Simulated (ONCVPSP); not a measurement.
# An ONCV potential for erbium, from input to tests

Do these settings give a usable potential? It is generated, then checked for transferability, scattering, ghosts and hardness.

The numbers are computed with ONCVPSP 4.0.1 (PBE, scalar-relativistic, spin-unpolarised reference atom).

### 1 The design

Typed settings, in words:

- element: erbium (Er, Z = 68)
- type: optimised norm-conserving Vanderbilt (ONCV)
- frozen core: [Kr] 4d10
- valence charge: 22
- reference configuration: 4f11 5s2 5p6 5d1 6s2
- partial waves: 5s+6s: rc 2.20 bohr, ncon 4, nbas 8, qcut 6.7 1/bohr, 2 projectors; 5p: rc 1.90 bohr, ncon 3, nbas 7, qcut 8.9 1/bohr, 2 projectors, debl 1.7 Ha; 5d: rc 3.25 bohr, ncon 4, nbas 8, qcut 4.8 1/bohr, 2 projectors, debl 0.4 Ha; 4f: rc 1.20 bohr, ncon 3, nbas 7, qcut 14.7 1/bohr, 2 projectors, debl 3.8 Ha
- local potential: polynomial inside 1.15 bohr (lpopt 5, dvloc0 2 Ha)
- core correction: polynomial model core, fcfact 0.3

The outer shells as boxes (Hund's rule for the drawing; the calculation is spin-unpolarised):

```
[Kr] core
4d [↑↓][↑↓][↑↓][↑↓][↑↓]
4f [↑↓][↑↓][↑↓][↑↓][↑ ][↑ ][↑ ]
5s [↑↓]
5p [↑↓][↑↓][↑↓]
5d [↑ ][  ][  ][  ][  ]
6s [↑↓]
```

An earlier all-electron run gives the scale for the radii.

All-electron outer shells of the reference configuration (PBE, scalar-relativistic, ld1.x):

```
shell  level (eV)  outermost node (bohr)  outermost maximum (bohr)
   4d     -172.63                   0.25                      0.51
   5s      -56.02                   0.60                      1.10
   5p      -29.76                   0.65                      1.26
   4f       -9.48                      –                      0.51
   6s       -4.41                   1.49                      3.22
   5d       -2.09                   0.73                      1.88
   6p       -1.33                   1.81                      4.40
```

### 2 Generation

The input, Er.dat:

```
# ATOM AND REFERENCE CONFIGURATION
# atsym  z   nc   nv     iexc    psfile
  Er 68.00    9    5        4      upf
#
#   n    l    f
    1    0    2.00
    2    0    2.00
    2    1    6.00
    3    0    2.00
    3    1    6.00
    3    2   10.00
    4    0    2.00
    4    1    6.00
    4    2   10.00
    4    3   11.00
    5    0    2.00
    5    1    6.00
    5    2    1.00
    6    0    2.00
#
# PSEUDOPOTENTIAL AND OPTIMIZATION
# lmax
    3
#
#   l,   rc,      ep,       ncon, nbas, qcut
    0    2.20    0.00    4    8    6.70
    1    1.90    0.00    3    7    8.90
    2    3.25    0.00    4    8    4.80
    3    1.20    0.00    3    7   14.70
#
# LOCAL POTENTIAL
# lloc, lpopt,  rc(5),   dvloc0
    4    5    1.15    2.00
#
# VANDERBILT-KLEINMAN-BYLANDER PROJECTORs
# l, nproj, debl
    0    2    3.60
    1    2    1.70
    2    2    0.40
    3    2    3.80
#
# MODEL CORE CHARGE
# icmod, fcfact, rcfact
    1    0.30    0.00
#
# LOG DERIVATIVE ANALYSIS
# epsh1, epsh2, depsh
   -4.00    5.00    0.02
#
# OUTPUT GRID
# rlmax, drl
    6.00    0.01
#
# TEST CONFIGURATIONS
# ncnf
    4
# nvcnf
#   n    l    f
    5
    4    3   12.00
    5    0    2.00
    5    1    6.00
    5    2    0.00
    6    0    2.00
#
    5
    4    3   12.00
    5    0    2.00
    5    1    6.00
    5    2    0.00
    6    0    1.00
#
    5
    4    3   12.00
    5    0    2.00
    5    1    6.00
    5    2    0.00
    6    0    0.00
#
    5
    4    3   12.00
    5    0    2.00
    5    1    6.00
    5    2    0.00
    6    0    1.50
#
```

Command:

```sh
$ oncvpsp.x < Er.dat > Er.out
```

What does the calculation give? Wanted: cutoffs for 1 and 0.1 mHa per electron, occupied waves; bound ghosts; GHOST(+) flags; largest test error; largest phase difference near zero energy, channels read; rms error of d²Exc/dn², without and with the model core.

The runs gave:

```
                                                quantity                              value
  cutoffs for 1 and 0.1 mHa per electron, occupied waves                    90 Ha and 98 Ha
                                            bound ghosts                         none found
                                          GHOST(+) flags                         s at 47 eV
                            largest test error (AE − PS)  -61 meV, for 4f12 5s2 5p6 5d0 6s1
largest phase difference near zero energy, channels read                          0.002 rad
 rms error of d²Exc/dn², without and with the model core                  4.76 and 1.91 mHa
```

What this shows: The worst unpolarised test, 4f12 5s2 5p6 5d0 6s1, is off by 61 meV on 1.6 eV; by total energies transferability rates as fair. By its cutoff, 90 Ha for the looser tolerance, it is very hard. At the looser tolerance the 4f wave is the slowest; 5p needs 23 Ha. No bound ghost shows below the valence levels. Near zero energy the phases of the channels with partial waves agree within 0.002 rad. The program also flags highly localised states, GHOST(+) (s). These are tests on the free atom; a crystal test is still owed.
